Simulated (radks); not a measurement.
# Ionisation energy and size from Zr³⁺ to Cd³⁺

The task here is to estimate one member of a computed series from the others.

Program: radks (a radial shooting solver on a logarithmic mesh, Libxc functionals) version 1. Level of theory: Dirac Kohn-Sham, PBE, spin-unpolarised, spherical densities, point nucleus; open shells fill j = l - 1/2 first. These are calculated values, not measurements, unless marked.

## The system

- species: Zr³⁺, Nb³⁺, Mo³⁺, Tc³⁺, Ru³⁺, Rh³⁺, Pd³⁺, Ag³⁺, Cd³⁺
- runs: 18, each species and its next ion

The first run:

The run's settings:

```text
Z 40
configuration [Kr] 4d1
relativity Dirac
functional pbe,pbe
spin unpolarised
j_filling energy
nucleus point
c 137.035999084
```

Steps of the session up to this table: Zr³⁺, [Kr] 4d1; Zr⁴⁺, [Kr]; Nb³⁺, [Kr] 4d2; Nb⁴⁺, [Kr] 4d1; Mo³⁺, [Kr] 4d3; Mo⁴⁺, [Kr] 4d2; Tc³⁺, [Kr] 4d4; Tc⁴⁺, [Kr] 4d3; Ru³⁺, [Kr] 4d5; Ru⁴⁺, [Kr] 4d4; Rh³⁺, [Kr] 4d6; Rh⁴⁺, [Kr] 4d5; Pd³⁺, [Kr] 4d7; Pd⁴⁺, [Kr] 4d6; Ag³⁺, [Kr] 4d8; Ag⁴⁺, [Kr] 4d7; Cd³⁺, [Kr] 4d9; Cd⁴⁺, [Kr] 4d8.

One table of the session follows, with a row left open; its other results are not shown here.

```
species  Δ-SCF (eV)  −ε(HOMO) (eV)  its <r> (bohr)
   Zr³⁺      34.325         28.291            1.83
   Nb³⁺      37.020         30.689            1.71
   Mo³⁺      39.625         33.005            1.60
   Tc³⁺      42.164         35.259            1.51
   Ru³⁺      44.236         37.093            1.45
   Rh³⁺      46.651         39.233            1.37
   Pd³⁺           ?              ?               ?
   Ag³⁺      51.378         43.421            1.25
   Cd³⁺      53.701         45.480            1.20
```

Estimate the missing values for Pd³⁺.

The run gave: Δ-SCF (eV): 49.029; −ε(HOMO) (eV): 41.341; its <r> (bohr): 1.31. In the column «Δ-SCF (eV)» it lies between Rh³⁺ (46.651) and Ag³⁺ (51.378).

Spin polarisation and multiplet splitting are left out, so open shells lie too high by an amount that depends on their filling.
